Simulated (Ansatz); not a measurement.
Task: a rigid scan of one bond angle of F2HOSb, SMILES [OH][Sb]([F])[F], with the Ansatz DFT code, driven from Python. Give the script and its output. Level of theory (for the species named): PBE, def2-SVP basis, multiplicity 1.

```xyz
5

O    -0.5324    1.0941   -0.0641
Sb    0.2018   -0.6107   -0.7316
F     1.3918   -0.7142    0.8335
F    -1.1297   -1.6499    0.2107
H     0.1185    1.8070   -0.2900
```

The script, `bend_f2hosb.py`:
```python
'''Bending curve of F2HOSb.'''

import ansatz
from ase import Atoms

atoms = Atoms(['O', 'Sb', 'F', 'F', 'H'], positions=[
    [-0.5324, 1.0941, -0.0641],
    [0.2018, -0.6107, -0.7316],
    [1.3918, -0.7142, 0.8335],
    [-1.1297, -1.6499, 0.2107],
    [0.1185, 1.807, -0.29],
])

# start the scan from a relaxed geometry
first = (
    ansatz.Crystal.molecule_from_ase(atoms).calculation()
    .basis(gaussian='def2-SVP')  # atom-centred Gaussian functions
    .functional('pbe')
    .relax(force_tolerance=0.02, max_steps=80)
)
atoms.positions = first.run(threads=1).report['positions_ang']

rows = []
for angle in [90, 100, 110, 120, 135, 150, 165, 179]:
    bent = atoms.copy()
    bent.set_angle(1, 0, 4, angle, indices=[4])
    base = (
        ansatz.Crystal.molecule_from_ase(bent).calculation()
        .basis(gaussian='def2-SVP')  # the orbital basis, by name
        .functional('pbe')
    )
    rows.append((angle, base.run(threads=1).report['free_energy_ev']))
floor = min(e for _, e in rows)
for angle, e in rows:
    print(f'angle Sb1-O0-H4 = {angle:3d} deg   {1000 * (e - floor):9.1f} meV')
```

```console
$ python bend_f2hosb.py
angle Sb1-O0-H4 =  90 deg       185.5 meV
angle Sb1-O0-H4 = 100 deg        44.9 meV
angle Sb1-O0-H4 = 110 deg         0.0 meV
angle Sb1-O0-H4 = 120 deg        25.3 meV
angle Sb1-O0-H4 = 135 deg       150.0 meV
angle Sb1-O0-H4 = 150 deg       321.1 meV
angle Sb1-O0-H4 = 165 deg       474.3 meV
angle Sb1-O0-H4 = 179 deg       554.3 meV
```

The scan is rigid, and the energies are electronic, in a modest basis. The zero is the lowest point of the grid, which needn't be the minimum. def2 sets replace the cores of elements past krypton by effective core potentials. Timing: 61 s on 1 thread of AMD EPYC 7R43 64-Core Processor (Zen 3), with other jobs on the host, peak memory 0.22 GiB.

(Lines on the test bed's own set-up are left out of the output.)
